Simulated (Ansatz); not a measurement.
# Ti (Titanium): the cost of one run

Method: DFT r²SCAN, frozen-core PAW, scalar-relativistic unless said, in Ansatz 0.2.0.

## Step 1: Starting point

The structure is hexagonal, space group P6_3/mmc (No. 194). The conventional cell has a = 2.950 Å, b = 2.950 Å, c = 4.680 Å, α = 90.00°, β = 90.00°, γ = 120.00°. Ti (site symmetry -6m2) is surrounded by 12 Ti at 2.89 to 2.95 Å.

Coordinates:

```xyz
2
Lattice="2.9500 0.0000 0.0000 -1.4750 2.5548 0.0000 0.0000 0.0000 4.6800" Properties=species:S:1:pos:R:3 pbc="T T T"
Ti    0.0000    1.7032    1.1700
Ti    1.4750    0.8516    3.5100
```

Cartesian axes are those of the input's lattice vectors. The structure goes back to a database entry.

## Step 2: Cell and atoms relaxed, PAW

The input, input.yaml:

```yaml
crystal:
  lattice:
    - [2.95000000002, 0.0, 0.0]
    - [-1.47500000001, 2.55477494118, 0.0]
    - [0.0, 0.0, 4.68]
  atoms:
    - { symbol: Ti, position: [0.333333333333, 0.666666666667, 0.25] }
    - { symbol: Ti, position: [0.666666666667, 0.333333333333, 0.75] }
kpoints:
  mp_grid: { grid: [18, 18, 10] }
scf:
  occupations: { method: fermi_dirac, width: 0.1 }
hamiltonian:
  xc: r2scan
  pseudopotentials: { kind: paw }
relax:
  f_tol: 0.002
  max_steps: 80
  cell: {}
output:
  forces: true
  stress: true
```

Launch:

```sh
ansatz run input.yaml --threads 1 --pin off --max-ram 3072MiB --backend cpu --events-out ev --progress --plain --runs-dir out
```

Q: Estimate wall time and peak memory on 1 thread of Intel Xeon Platinum 8488C (Sapphire Rapids), shared host.

About 40 s, with a peak of 0.58 GiB.
